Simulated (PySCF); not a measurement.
# H8HfN4 (Hf(NH2)4): the cost of one run

Program: PySCF 2.14.0. Level of theory: PBE0, Hf def2-SVP with ECP60, N def2-SVP, H def2-SVP; scalar-relativistic core potentials, no spin–orbit coupling. These are calculated values, not measurements.

3 further runs of the same task are left out: 2 for a known fault of the program, 1 that didn't finish. Runs told in other sessions of the task aren't counted.

### 1 Starting geometry

13 atoms, charge 0, spin multiplicity 1.

Bond lengths: Hf1–N2 2.094 Å, Hf1–N5 2.094 Å, Hf1–N8 2.094 Å, Hf1–N11 2.094 Å, N2–H3 1.019 Å, N2–H4 1.019 Å, N5–H6 1.019 Å, N5–H7 1.019 Å, N8–H9 1.019 Å, N8–H10 1.019 Å, N11–H12 1.019 Å, N11–H13 1.019 Å. Angles: N2–Hf1–N5 90.0°, N2–Hf1–N8 180.0°, N2–Hf1–N11 90.0°, N5–Hf1–N8 90.0°, N5–Hf1–N11 180.0°, N8–Hf1–N11 90.0°, Hf1–N2–H3 126.9°, Hf1–N2–H4 126.9°, H3–N2–H4 106.2°, Hf1–N5–H6 126.9°, Hf1–N5–H7 126.9°, H6–N5–H7 106.2°, Hf1–N8–H9 126.9°, Hf1–N8–H10 126.9°, H9–N8–H10 106.2°, Hf1–N11–H12 126.9°, Hf1–N11–H13 126.9°, H12–N11–H13 106.2°.

Coordinates:

```xyz
13
charge 0, multiplicity 1
Hf    0.0000    0.0000    0.0000
N     2.0941    0.0000    0.0000
H     2.7058    0.7859    0.2158
H     2.7058   -0.7859   -0.2158
N     0.0000    2.0941    0.0000
H    -0.7859    2.7058    0.2158
H     0.7859    2.7058   -0.2158
N    -2.0941    0.0000    0.0000
H    -2.7058   -0.7859    0.2158
H    -2.7058    0.7859   -0.2158
N     0.0000   -2.0941    0.0000
H     0.7859   -2.7058    0.2158
H    -0.7859   -2.7058   -0.2158
```

Formal oxidation states: Hf +4. An earlier session relaxed this geometry at PBE0, Hf def2-SVP with ECP60, N def2-SVP, H def2-SVP (singlet, point group D4).

Its energy there is -271.479472 Eh.

### 2 Multiplicity 3 at the relaxed geometry

run.py (the lines that set the calculation)

```python
mol = gto.M(atom='''
Hf     0.00000     0.00000     0.00000
N      2.09414     0.00000     0.00000
H      2.70584     0.78589     0.21582
H      2.70584    -0.78589    -0.21582
N      0.00000     2.09414     0.00000
H     -0.78589     2.70584     0.21582
H      0.78589     2.70584    -0.21582
N     -2.09414     0.00000     0.00000
H     -2.70584    -0.78589     0.21582
H     -2.70584     0.78589    -0.21582
N      0.00000    -2.09414     0.00000
H      0.78589    -2.70584     0.21582
H     -0.78589    -2.70584    -0.21582''',
    basis={'Hf': 'def2-SVP', 'N': 'def2-SVP', 'H': 'def2-SVP'},
    ecp={'Hf': 'def2-SVP'},
    charge=0, spin=2)
mf = dft.UKS(mol, xc='PBE0')
mf.grids.atom_grid = (50, 194)
mf = mf.density_fit()  # fitting sets: Hf def2-universal-JKFIT, N def2-universal-JKFIT, H def2-universal-JKFIT
mf.conv_tol = 1e-08; mf.max_cycle = 55
mf.kernel(dm0)  # dm0: free metal ions and neutral atoms
```

Launch:

```sh
$ OMP_NUM_THREADS=2 python run.py
```

**Question.** How long does this run take on 2 threads of Arm Neoverse V1, shared host?

About 15 s.
